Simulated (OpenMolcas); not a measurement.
# Nd³⁺ among point charges: CASSCF levels and susceptibility

Aim: the splitting of the states of Nd³⁺ in the field of 8 point charges, its lowest levels with spin-orbit coupling and its magnetic susceptibility.

The numbers are computed with OpenMolcas 26.06 (state-averaged CASSCF, spin-orbit coupling by RASSI with atomic mean-field integrals), except any that are marked as measured or tabulated.

### 1 The atom as given

* Species: Nd³⁺ (neodymium, Z = 60, 57 electrons)
* Basis: ANO-RCC-VDZP [7s6p4d2f1g], 68 functions
* Scalar Hamiltonian: DKH2, point nucleus
* Inactive shells: 1s 2s 2p 3s 3p 3d 4s 4p 4d 5s 5p
* Active space: 3 electrons in 7 orbitals (4f)
* Some configurations of this space: 4f³
* Orbitals: optimised for the highest spin of each parity, averaged over all roots

The outer shells:

4f3
```
4f [↑ ][↑ ][↑ ][  ][  ][  ][  ]
```

The ion sits among 8 point charges of -2 e arranged as a square antiprism (D4d), 2.93 Å from the ion, with a polar angle of 68.2° against the regular 57.3°.

Each step is its own input file, run in one work folder so that later steps find the files of earlier ones. Labels, J, g values, rates, χT and fits are worked out afterwards by a script from the matrices that RASSI stores.

### 2 One- and two-electron integrals

Input file a.inp:

```
&GATEWAY
Coord
1

Nd 0.0 0.0 0.0
Basis=ANO-RCC-VDZP
Group=NoSym
NoMove
AngMom=0.0 0.0 0.0
AMFI
XField
8 Angstrom 0
2.513152 1.040982 1.088725 -2.000000
-1.040982 2.513152 1.088725 -2.000000
-2.513152 -1.040982 1.088725 -2.000000
1.040982 -2.513152 1.088725 -2.000000
2.513152 -1.040982 -1.088725 -2.000000
1.040982 2.513152 -1.088725 -2.000000
-2.513152 1.040982 -1.088725 -2.000000
-1.040982 -2.513152 -1.088725 -2.000000
&SEWARD
```

Command:

```bash
> OMP_NUM_THREADS=1 MOLCAS_MEM=2252 MOLCAS_PROJECT=a pymolcas a.inp > a.log
```

### 3 Reference wave functions, quartets, 35 roots

Input file a.inp:

```
&RASSCF
FileOrb=start.orb
Symmetry=1
Spin=4
nActEl=3 0 0
Inactive=27
Ras2=7
CIRoot=35 35 1
SDav=35
CIMx=300
Iter=120 100
PrWF=0.3
OrbListing=Nothing
MaxOrb=0
>>> COPY $Project.JobIph JOB001
```

start.orb holds the contracted functions of the basis, ordered by shell, or the orbitals of the step before.

### 4 CASSCF: doublets, 112 roots

Input file a.inp:

```
&RASSCF
FileOrb=start.orb
Symmetry=1
Spin=2
nActEl=3 0 0
Inactive=27
Ras2=7
CIRoot=112 112 1
SDav=112
CIMx=300
Iter=120 100
PrWF=0.3
OrbListing=Nothing
MaxOrb=0
CIOnly
>>> COPY $Project.JobIph JOB002
```

### 5 RASSI: spin-orbit coupling between the states

Input file a.inp:

```
&RASSI
NrOfJobIphs=2 35 89
1 2 3 4 5 6 7 8 9 10 11 12 13 14 15 16 17 18 19 20 21 22 23 24 25 26 27
28 29 30 31 32 33 34 35
1 2 3 4 5 6 7 8 9 10 11 12 13 14 15 16 17 18 19 20 21 22 23 24 25 26 27
28 29 30 31 32 33 34 35 36 37 38 39 40 41 42 43 44 45 46 47 48 49 50 51
52 53 54 55 56 57 58 59 60 61 62 63 64 65 66 67 68 69 70 71 72 73 74 75
76 77 78 79 80 81 82 83 84 85 86 87 88 89
IphNames
JOB001
JOB002
EJob
SpinOrbit
DIPRint=1.0
SOCoupling=1000.0
Subsets=2
Property=9
'ANGMOM' 1 'ANGMOM' 2 'ANGMOM' 3 'MLTPL  1' 1 'MLTPL  1' 2 'MLTPL  1' 3
'AMFI' 1 'AMFI' 2 'AMFI' 3
SOProperty=3
'ANGMOM' 1 'ANGMOM' 2 'ANGMOM' 3
```

Q: Predict the outcome of this session. Wanted: spin-free ground state; first state of the same spin within the active space; lowest level; next level.

As calculated:

| quantity | value |
| --- | --- |
| method | CASSCF |
| spin-free ground state | quartet, 1-fold in its orbital part |
| first state of the same spin within the active space | quartet at 16.1 cm⁻¹ |
| lowest level | 2-fold, g = 0.76, 3.63, 3.63 |
| next level | 59.5 cm⁻¹ |
| χT at 300 K | 1.66 cm³ K/mol |
| effective moment at 300 K | 3.65 μB |

In words: The spin-free ground state (quartet) comes to 100 % from free-ion I terms and keeps the highest spin of the shell. The doublets rest on orbitals optimised for another spin in at least one step, which raises them against the optimised states. Not all states of the active space went into the spin-orbit step. High states of lower spin are left out of the spin-orbit mixing, and CASSCF puts spin-flip levels too high. This is an electrostatic model: the charges have no orbitals.
